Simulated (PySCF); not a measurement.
# C3H6ClGeN: NMR shifts at several levels of theory

Aim: compute the NMR shifts of C3H6ClGeN (`C=N/C(Cl)=[CH]\[GeH3]`) at several levels, and see how far they spread and what each costs.

Computed with PySCF 2.14.0, with density-fitted response routines of our own, on a single molecule in the gas phase. Atoms count from 0, in the outputs and in this text.

### 1 The starting structure

12 atoms, charge 0, multiplicity 1; geometry from: PBE0-D3(BJ)/def2-SVP.

Bonds of the start (Å): C0–N1 1.27, N1–C2 1.38, C2–Cl3 1.76, C2–C4 1.34, C4–Ge5 1.95, C0–H6 1.10, C0–H7 1.10, C4–H8 1.09, Ge5–H9 1.54, Ge5–H10 1.54, Ge5–H11 1.54.

### 2 Nuclear shieldings: HF/pcSseg-1

What the job is given:

```
{"job": {"kind": "nmr", "xc": "HF", "basis": "pcSseg-1", "pop": false}, "charge": 0, "multiplicity": 1}
C     -2.151324    -0.922555     0.459039
N     -0.957309    -0.557603     0.233037
C     -0.610307     0.733980    -0.103966
Cl    -1.875258     1.956666    -0.239158
C      0.671967     1.061432    -0.325840
Ge     2.059785    -0.294243    -0.168561
H     -3.008585    -0.230944     0.402043
H     -2.339456    -1.970620     0.723001
H      0.911896     2.094099    -0.590249
H      2.113805    -0.848940     1.263371
H      3.403309     0.388360    -0.495010
H      1.820482    -1.437518    -1.166455
```

Method: GIAO HF/pcSseg-1 NMR shielding, non-relativistic, gas phase.

On the command line:

```bash
OMP_NUM_THREADS=1 python probes_run.py task.json out
```

One launch serves the whole session: the jobs run in the order shown.

What it wrote:

```text
final grid: 101632 points
cycle   1  E = -2705.9355947957  dE =  2.772e-01  |g| = 6.874e-01  |ddm| = 3.234e+00
cycle   2  E = -2706.0258701403  dE = -9.028e-02  |g| = 3.765e-01  |ddm| = 8.308e-01
cycle   3  E = -2706.0486765525  dE = -2.281e-02  |g| = 7.046e-02  |ddm| = 3.290e-01
cycle   4  E = -2706.0508736278  dE = -2.197e-03  |g| = 2.680e-02  |ddm| = 1.289e-01
cycle   5  E = -2706.0511436358  dE = -2.700e-04  |g| = 9.486e-03  |ddm| = 3.811e-02
cycle   6  E = -2706.0511959670  dE = -5.233e-05  |g| = 3.984e-03  |ddm| = 1.942e-02
cycle   7  E = -2706.0512089838  dE = -1.302e-05  |g| = 1.789e-03  |ddm| = 9.974e-03
cycle   8  E = -2706.0512113990  dE = -2.415e-06  |g| = 4.251e-04  |ddm| = 4.962e-03
cycle   9  E = -2706.0512115996  dE = -2.006e-07  |g| = 2.178e-04  |ddm| = 1.191e-03
cycle  10  E = -2706.0512116260  dE = -2.649e-08  |g| = 6.041e-05  |ddm| = 5.265e-04
cycle  11  E = -2706.0512116283  dE = -2.265e-09  |g| = 2.162e-05  |ddm| = 1.357e-04
cycle  12  E = -2706.0512116286  dE = -2.719e-10  |g| = 7.255e-06  |ddm| = 5.089e-05
converged SCF energy = -2706.0512116286

GIAO shielding tensors (ppm)
atom      isotropic    diamagn.    paramagn.     s11        s22        s33       span
  0 C       31.356     251.972    -220.616    -80.352     30.084    144.337    224.689
  1 N     -114.399     330.649    -445.048   -448.569   -140.461    245.833    694.401
  2 C       35.654     249.934    -214.279    -95.430     92.315    110.077    205.507
  3 Cl     801.854    1146.401    -344.547    573.848    787.309   1044.406    470.558
  4 C       56.293     258.369    -202.075    -50.944     65.884    153.940    204.884
  5 Ge    1711.058    2752.401   -1041.344   1681.382   1684.749   1767.042     85.660
  6 H       24.144      29.473      -5.329     21.431     21.818     29.183      7.752
  7 H       24.173      29.103      -4.930     22.239     23.529     26.753      4.515
  8 H       25.569      31.462      -5.893     21.958     24.460     30.288      8.330
  9 H       27.522      27.917      -0.395     21.235     23.236     38.095     16.860
 10 H       27.936      27.898       0.037     21.532     23.147     39.128     17.597
 11 H       27.507      27.914      -0.407     21.206     23.246     38.069     16.864
```

Run time: 16 s. Hardware: 1 thread of Arm Neoverse N1, shared host; peak memory 0.85 GiB.

The references, computed at this level on geometries of the same kind, shield at (ppm): 1H TMS 31.69, 13C TMS 190.8, 15N NH3 265.7, 73Ge GeMe4 1498, 35Cl HCl 956. Their shielding less the atom's gives the shift. The references are single molecules in the gas phase, so shifts against H2O, NH3, PH3, H3PO4 or CFCl3 are not on the usual liquid scales and can be off by tens of ppm. Atoms listed in one row are averaged.

```tsv
atoms	environment	σ (ppm)	δ (ppm)
C0	C=N carbon	31.4	159.5
C2	fully substituted alkene carbon bonded to Cl	35.7	155.2
C4	alkene CH	56.3	134.6
H6	hydrogen on a C=N carbon	24.14	7.54
H7	hydrogen on a C=N carbon	24.17	7.51
H8	hydrogen on an alkene CH	25.57	6.12
H9, H10, H11	hydrogen on a germanium bonded to C	27.65	4.03
N1	imine nitrogen	-114.4	380.1
Cl3	chlorine bonded to C	802	154
Ge5	germanium bonded to C, 3 H	1711	-213
```

### 3 NMR shieldings: LDA/pcSseg-1

The job, as its differences from that of step 2:

```diff
@@ -1,2 +1,2 @@
-{"job": {"kind": "nmr", "xc": "HF", "basis": "pcSseg-1", "pop": false}, "charge": 0, "multiplicity": 1}
+{"job": {"kind": "nmr", "xc": "LDA", "basis": "pcSseg-1", "pop": false}, "charge": 0, "multiplicity": 1}
 C     -2.151324    -0.922555     0.459039
```

With the program's defaults for keys left out, this is: GIAO LDA/pcSseg-1 NMR shielding, non-relativistic, gas phase.

What it wrote:

```text
coarse grid: 49224 points
cycle   1  E = -2703.3272082594  dE = -1.025e-01  |g| = 1.217e+00  |ddm| = 3.421e+00
cycle   2  E = -2703.0749895526  dE =  2.522e-01  |g| = 1.593e+00  |ddm| = 1.593e+00
cycle   3  E = -2703.3269085936  dE = -2.519e-01  |g| = 6.405e-01  |ddm| = 1.475e+00
cycle   4  E = -2703.4406390800  dE = -1.137e-01  |g| = 1.205e-01  |ddm| = 6.076e-01
cycle   5  E = -2703.4429364096  dE = -2.297e-03  |g| = 4.150e-02  |ddm| = 1.453e-01
cycle   6  E = -2703.4433578264  dE = -4.214e-04  |g| = 1.909e-02  |ddm| = 5.580e-02
cycle   7  E = -2703.4434418790  dE = -8.405e-05  |g| = 5.553e-03  |ddm| = 1.989e-02
cycle   8  E = -2703.4434476073  dE = -5.728e-06  |g| = 2.645e-03  |ddm| = 6.817e-03
final grid: 101632 points
cycle   9  E = -2703.4434335342  dE =  8.083e-06  |g| = 6.487e-03  |ddm| = 9.041e-03
cycle  10  E = -2703.4433753894  dE =  5.814e-05  |g| = 1.688e-02  |ddm| = 2.179e-02
cycle  11  E = -2703.4434425452  dE = -6.716e-05  |g| = 1.763e-03  |ddm| = 1.593e-02
cycle  12  E = -2703.4434433076  dE = -7.623e-07  |g| = 2.536e-04  |ddm| = 1.601e-03
cycle  13  E = -2703.4434433224  dE = -1.485e-08  |g| = 8.800e-05  |ddm| = 2.650e-04
cycle  14  E = -2703.4434433246  dE = -2.247e-09  |g| = 2.595e-05  |ddm| = 1.128e-04
cycle  15  E = -2703.4434433248  dE = -1.351e-10  |g| = 1.426e-06  |ddm| = 2.109e-05
converged SCF energy = -2703.4434433248

GIAO shielding tensors (ppm)
atom      isotropic    diamagn.    paramagn.     s11        s22        s33       span
  0 C       19.842     252.692    -232.850    -63.654     -3.888    127.070    190.724
  1 N     -130.687     329.635    -460.322   -445.396   -164.108    217.443    662.839
  2 C       19.685     255.194    -235.509    -78.745     54.751     83.049    161.793
  3 Cl     683.002    1146.414    -463.411    362.304    732.377    954.326    592.022
  4 C       34.087     257.301    -223.214    -54.113     24.738    131.635    185.748
  5 Ge    1506.030    2754.165   -1248.135   1450.983   1461.434   1605.673    154.690
  6 H       23.142      29.058      -5.915     21.104     21.713     26.611      5.507
  7 H       23.456      28.688      -5.232     21.875     23.297     25.197      3.323
  8 H       24.205      30.349      -6.144     21.317     21.983     29.315      7.998
  9 H       26.055      26.968      -0.913     19.787     21.739     36.639     16.852
 10 H       26.522      26.729      -0.208     20.197     21.886     37.481     17.284
 11 H       26.039      26.968      -0.929     19.755     21.749     36.614     16.859
```

It took 32 s on 1 thread of Arm Neoverse N1, shared host; peak memory 0.82 GiB.

Key values: δ C2 161.0, C0 160.9, C4 146.6, N1 402.6, H6 7.69, H7 7.37 ppm.

### 4 Nuclear shieldings: PBE/pcSseg-1

The job, as its differences from that of step 3:

```diff
@@ -1,2 +1,2 @@
-{"job": {"kind": "nmr", "xc": "LDA", "basis": "pcSseg-1", "pop": false}, "charge": 0, "multiplicity": 1}
+{"job": {"kind": "nmr", "xc": "PBE", "basis": "pcSseg-1", "pop": false}, "charge": 0, "multiplicity": 1}
 C     -2.151324    -0.922555     0.459039
```

Level: GIAO PBE/pcSseg-1 NMR shielding, non-relativistic, gas phase.

What it wrote:

```text
coarse grid: 49224 points
cycle   1  E = -2708.7563336060  dE = -9.151e-02  |g| = 1.149e+00  |ddm| = 3.418e+00
cycle   2  E = -2708.5208864017  dE =  2.354e-01  |g| = 1.523e+00  |ddm| = 1.549e+00
cycle   3  E = -2708.7669145107  dE = -2.460e-01  |g| = 5.890e-01  |ddm| = 1.402e+00
cycle   4  E = -2708.8641277567  dE = -9.721e-02  |g| = 1.112e-01  |ddm| = 5.694e-01
cycle   5  E = -2708.8661947075  dE = -2.067e-03  |g| = 3.574e-02  |ddm| = 1.294e-01
cycle   6  E = -2708.8664851409  dE = -2.904e-04  |g| = 1.775e-02  |ddm| = 4.853e-02
cycle   7  E = -2708.8665584487  dE = -7.331e-05  |g| = 5.159e-03  |ddm| = 1.827e-02
cycle   8  E = -2708.8665632588  dE = -4.810e-06  |g| = 2.335e-03  |ddm| = 5.960e-03
final grid: 101632 points
cycle   9  E = -2708.8665615751  dE =  6.057e-06  |g| = 5.632e-03  |ddm| = 7.808e-03
cycle  10  E = -2708.8665193845  dE =  4.219e-05  |g| = 1.441e-02  |ddm| = 1.810e-02
cycle  11  E = -2708.8665684770  dE = -4.909e-05  |g| = 1.442e-03  |ddm| = 1.317e-02
cycle  12  E = -2708.8665689779  dE = -5.009e-07  |g| = 1.902e-04  |ddm| = 1.292e-03
cycle  13  E = -2708.8665689857  dE = -7.750e-09  |g| = 8.159e-05  |ddm| = 2.146e-04
cycle  14  E = -2708.8665689875  dE = -1.886e-09  |g| = 2.177e-05  |ddm| = 9.740e-05
cycle  15  E = -2708.8665689876  dE = -8.367e-11  |g| = 1.180e-06  |ddm| = 1.776e-05
converged SCF energy = -2708.8665689876

GIAO shielding tensors (ppm)
atom      isotropic    diamagn.    paramagn.     s11        s22        s33       span
  0 C       27.253     252.329    -225.076    -55.374     10.325    126.809    182.183
  1 N     -116.346     329.557    -445.903   -412.651   -151.848    215.462    628.113
  2 C       24.024     254.195    -230.170    -71.648     59.470     84.252    155.900
  3 Cl     693.778    1146.817    -453.039    384.006    731.008    966.320    582.313
  4 C       41.223     256.657    -215.434    -45.208     36.020    132.855    178.063
  5 Ge    1523.620    2753.988   -1230.368   1477.690   1483.118   1610.053    132.363
  6 H       23.617      29.434      -5.817     21.573     22.182     27.097      5.524
  7 H       23.961      29.200      -5.240     22.441     23.786     25.654      3.213
  8 H       24.763      31.008      -6.245     21.922     22.608     29.759      7.837
  9 H       26.690      27.614      -0.924     20.533     22.447     37.090     16.558
 10 H       27.143      27.358      -0.215     20.926     22.562     37.941     17.015
 11 H       26.675      27.615      -0.939     20.502     22.458     37.067     16.565
```

It took 38 s on 1 thread of Arm Neoverse N1, shared host; peak memory 0.96 GiB.

This run: δ C2 156.0, C0 152.8, C4 138.8, N1 381.4, H6 7.58, H7 7.24 ppm.

### 5 NMR shieldings: BLYP/pcSseg-1

The job, as its differences from that of step 4:

```diff
@@ -1,2 +1,2 @@
-{"job": {"kind": "nmr", "xc": "PBE", "basis": "pcSseg-1", "pop": false}, "charge": 0, "multiplicity": 1}
+{"job": {"kind": "nmr", "xc": "BLYP", "basis": "pcSseg-1", "pop": false}, "charge": 0, "multiplicity": 1}
 C     -2.151324    -0.922555     0.459039
```

Level: GIAO BLYP/pcSseg-1 NMR shielding, non-relativistic, gas phase.

What it wrote:

```text
coarse grid: 49224 points
cycle   1  E = -2709.4558741747  dE = -8.256e-02  |g| = 1.190e+00  |ddm| = 3.399e+00
cycle   2  E = -2709.1867756241  dE =  2.691e-01  |g| = 1.609e+00  |ddm| = 1.654e+00
cycle   3  E = -2709.4725407026  dE = -2.858e-01  |g| = 6.127e-01  |ddm| = 1.487e+00
cycle   4  E = -2709.5765404786  dE = -1.040e-01  |g| = 1.096e-01  |ddm| = 5.806e-01
cycle   5  E = -2709.5784595271  dE = -1.919e-03  |g| = 3.735e-02  |ddm| = 1.305e-01
cycle   6  E = -2709.5787960022  dE = -3.365e-04  |g| = 1.659e-02  |ddm| = 4.971e-02
cycle   7  E = -2709.5788591605  dE = -6.316e-05  |g| = 4.969e-03  |ddm| = 1.800e-02
cycle   8  E = -2709.5788633376  dE = -4.177e-06  |g| = 2.554e-03  |ddm| = 5.690e-03
final grid: 101632 points
cycle   9  E = -2709.5788428224  dE =  8.902e-06  |g| = 6.650e-03  |ddm| = 8.518e-03
cycle  10  E = -2709.5787743830  dE =  6.844e-05  |g| = 1.805e-02  |ddm| = 2.157e-02
cycle  11  E = -2709.5788529210  dE = -7.854e-05  |g| = 1.317e-03  |ddm| = 1.589e-02
cycle  12  E = -2709.5788533262  dE = -4.052e-07  |g| = 2.171e-04  |ddm| = 1.185e-03
cycle  13  E = -2709.5788533374  dE = -1.121e-08  |g| = 7.530e-05  |ddm| = 2.369e-04
cycle  14  E = -2709.5788533390  dE = -1.646e-09  |g| = 1.896e-05  |ddm| = 9.247e-05
cycle  15  E = -2709.5788533391  dE = -6.776e-11  |g| = 1.330e-06  |ddm| = 1.546e-05
converged SCF energy = -2709.5788533391

GIAO shielding tensors (ppm)
atom      isotropic    diamagn.    paramagn.     s11        s22        s33       span
  0 C       23.712     251.627    -227.915    -59.409      8.812    121.732    181.141
  1 N     -124.026     329.731    -453.758   -422.714   -161.250    211.884    634.598
  2 C       17.178     253.857    -236.679    -80.405     54.587     77.353    157.758
  3 Cl     682.203    1147.176    -464.973    370.750    707.474    968.385    597.635
  4 C       35.187     256.149    -220.962    -52.958     31.533    126.986    179.944
  5 Ge    1503.143    2753.324   -1250.181   1458.985   1461.846   1588.598    129.613
  6 H       23.849      29.660      -5.811     21.836     22.370     27.341      5.505
  7 H       24.253      29.461      -5.208     22.708     24.111     25.940      3.232
  8 H       25.027      31.076      -6.049     22.313     22.671     30.098      7.785
  9 H       26.914      27.953      -1.039     20.816     22.713     37.214     16.399
 10 H       27.369      27.635      -0.266     21.221     22.825     38.060     16.839
 11 H       26.900      27.954      -1.054     20.785     22.723     37.190     16.405
```

It took 38 s on 1 thread of Arm Neoverse N1, shared host; peak memory 0.81 GiB.

Key values: δ C2 158.1, C0 151.6, C4 140.1, N1 386.6, H6 7.51, H7 7.11 ppm.

### 6 NMR shieldings: BP86/pcSseg-1

The job, as its differences from that of step 5:

```diff
@@ -1,2 +1,2 @@
-{"job": {"kind": "nmr", "xc": "BLYP", "basis": "pcSseg-1", "pop": false}, "charge": 0, "multiplicity": 1}
+{"job": {"kind": "nmr", "xc": "BP86", "basis": "pcSseg-1", "pop": false}, "charge": 0, "multiplicity": 1}
 C     -2.151324    -0.922555     0.459039
```

Level: GIAO BP86/pcSseg-1 NMR shielding, non-relativistic, gas phase.

What it wrote:

```text
coarse grid: 49224 points
cycle   1  E = -2709.7950991788  dE = -8.738e-02  |g| = 1.147e+00  |ddm| = 3.408e+00
cycle   2  E = -2709.5583442178  dE =  2.368e-01  |g| = 1.526e+00  |ddm| = 1.538e+00
cycle   3  E = -2709.8079985070  dE = -2.497e-01  |g| = 5.814e-01  |ddm| = 1.394e+00
cycle   4  E = -2709.9028486416  dE = -9.485e-02  |g| = 1.109e-01  |ddm| = 5.642e-01
cycle   5  E = -2709.9049379329  dE = -2.089e-03  |g| = 3.542e-02  |ddm| = 1.289e-01
cycle   6  E = -2709.9052278678  dE = -2.899e-04  |g| = 1.696e-02  |ddm| = 4.803e-02
cycle   7  E = -2709.9052948406  dE = -6.697e-05  |g| = 5.041e-03  |ddm| = 1.781e-02
cycle   8  E = -2709.9052991809  dE = -4.340e-06  |g| = 2.336e-03  |ddm| = 5.695e-03
final grid: 101632 points
cycle   9  E = -2709.9052837793  dE =  6.130e-06  |g| = 5.709e-03  |ddm| = 7.682e-03
cycle  10  E = -2709.9052395384  dE =  4.424e-05  |g| = 1.475e-02  |ddm| = 1.812e-02
cycle  11  E = -2709.9052907741  dE = -5.124e-05  |g| = 1.330e-03  |ddm| = 1.319e-02
cycle  12  E = -2709.9052912343  dE = -4.601e-07  |g| = 1.715e-04  |ddm| = 1.196e-03
cycle  13  E = -2709.9052912404  dE = -6.110e-09  |g| = 7.906e-05  |ddm| = 1.993e-04
cycle  14  E = -2709.9052912422  dE = -1.753e-09  |g| = 2.098e-05  |ddm| = 9.237e-05
cycle  15  E = -2709.9052912422  dE = -8.185e-11  |g| = 1.188e-06  |ddm| = 1.760e-05
converged SCF energy = -2709.9052912422

GIAO shielding tensors (ppm)
atom      isotropic    diamagn.    paramagn.     s11        s22        s33       span
  0 C       26.987     252.502    -225.515    -55.314     10.092    126.182    181.496
  1 N     -115.793     329.642    -445.435   -409.622   -151.968    214.211    623.833
  2 C       23.476     254.489    -231.013    -72.191     58.526     84.094    156.286
  3 Cl     692.952    1146.945    -453.993    384.309    728.508    966.040    581.730
  4 C       40.879     257.229    -216.350    -45.210     35.706    132.141    177.351
  5 Ge    1516.896    2754.127   -1237.231   1471.049   1476.221   1603.419    132.371
  6 H       23.671      29.490      -5.819     21.616     22.231     27.167      5.552
  7 H       24.033      29.195      -5.162     22.500     23.888     25.711      3.211
  8 H       24.836      30.978      -6.143     22.000     22.708     29.799      7.799
  9 H       26.704      27.647      -0.943     20.542     22.478     37.092     16.550
 10 H       27.163      27.388      -0.224     20.952     22.586     37.952     17.000
 11 H       26.689      27.647      -0.958     20.512     22.488     37.068     16.556
```

It took 38 s on 1 thread of Arm Neoverse N1, shared host; peak memory 0.81 GiB.

This run: δ C2 156.3, C0 152.8, C4 138.9, N1 378.9, H6 7.59, H7 7.23 ppm.

### 7 Shielding tensors: OPBE/pcSseg-1

The job, as its differences from that of step 6:

```diff
@@ -1,2 +1,2 @@
-{"job": {"kind": "nmr", "xc": "BP86", "basis": "pcSseg-1", "pop": false}, "charge": 0, "multiplicity": 1}
+{"job": {"kind": "nmr", "xc": "OPBE", "basis": "pcSseg-1", "pop": false}, "charge": 0, "multiplicity": 1}
 C     -2.151324    -0.922555     0.459039
```

With the program's defaults for keys left out, this is: GIAO OPBE/pcSseg-1 NMR shielding, non-relativistic, gas phase.

What it wrote:

```text
coarse grid: 49224 points
cycle   1  E = -2709.9935954862  dE = -1.243e-01  |g| = 8.922e-01  |ddm| = 3.443e+00
cycle   2  E = -2709.8215815414  dE =  1.720e-01  |g| = 1.178e+00  |ddm| = 1.330e+00
cycle   3  E = -2709.9899896054  dE = -1.684e-01  |g| = 5.129e-01  |ddm| = 1.208e+00
cycle   4  E = -2710.0660409570  dE = -7.605e-02  |g| = 1.086e-01  |ddm| = 5.236e-01
cycle   5  E = -2710.0681491715  dE = -2.108e-03  |g| = 3.039e-02  |ddm| = 1.174e-01
cycle   6  E = -2710.0683510676  dE = -2.019e-04  |g| = 1.516e-02  |ddm| = 4.351e-02
cycle   7  E = -2710.0684034671  dE = -5.240e-05  |g| = 5.057e-03  |ddm| = 1.582e-02
cycle   8  E = -2710.0684082210  dE = -4.754e-06  |g| = 2.095e-03  |ddm| = 5.453e-03
final grid: 101632 points
cycle   9  E = -2710.0684018931  dE =  4.494e-06  |g| = 4.869e-03  |ddm| = 6.920e-03
cycle  10  E = -2710.0683727541  dE =  2.914e-05  |g| = 1.195e-02  |ddm| = 1.495e-02
cycle  11  E = -2710.0684071605  dE = -3.441e-05  |g| = 1.221e-03  |ddm| = 1.079e-02
cycle  12  E = -2710.0684075208  dE = -3.603e-07  |g| = 1.463e-04  |ddm| = 1.114e-03
cycle  13  E = -2710.0684075253  dE = -4.511e-09  |g| = 6.215e-05  |ddm| = 1.677e-04
cycle  14  E = -2710.0684075264  dE = -1.107e-09  |g| = 1.776e-05  |ddm| = 7.461e-05
cycle  15  E = -2710.0684075265  dE = -5.866e-11  |g| = 1.425e-06  |ddm| = 1.513e-05
converged SCF energy = -2710.0684075265

GIAO shielding tensors (ppm)
atom      isotropic    diamagn.    paramagn.     s11        s22        s33       span
  0 C       37.611     252.840    -215.228    -43.342     22.614    133.562    176.904
  1 N      -94.629     329.853    -424.481   -374.145   -129.333    219.591    593.735
  2 C       36.454     253.850    -217.397    -53.988     68.941     94.408    148.396
  3 Cl     711.563    1147.331    -435.768    411.038    750.655    972.995    561.957
  4 C       53.493     256.712    -203.218    -29.374     48.816    141.037    170.411
  5 Ge    1532.406    2755.637   -1223.230   1490.711   1496.300   1610.207    119.496
  6 H       23.624      29.299      -5.674     21.545     22.188     27.140      5.595
  7 H       23.907      29.221      -5.315     22.486     23.678     25.557      3.072
  8 H       24.778      31.278      -6.500     21.858     22.874     29.602      7.744
  9 H       26.811      27.529      -0.718     20.711     22.599     37.121     16.410
 10 H       27.245      27.295      -0.050     21.058     22.693     37.984     16.927
 11 H       26.797      27.529      -0.733     20.680     22.611     37.099     16.419
```

It took 38 s on 1 thread of Arm Neoverse N1, shared host; peak memory 0.81 GiB.

Key values: δ C2 148.7, C0 147.5, C4 131.6, N1 358.7, H6 7.60, H7 7.32 ppm.

[end of part 1 of 2]
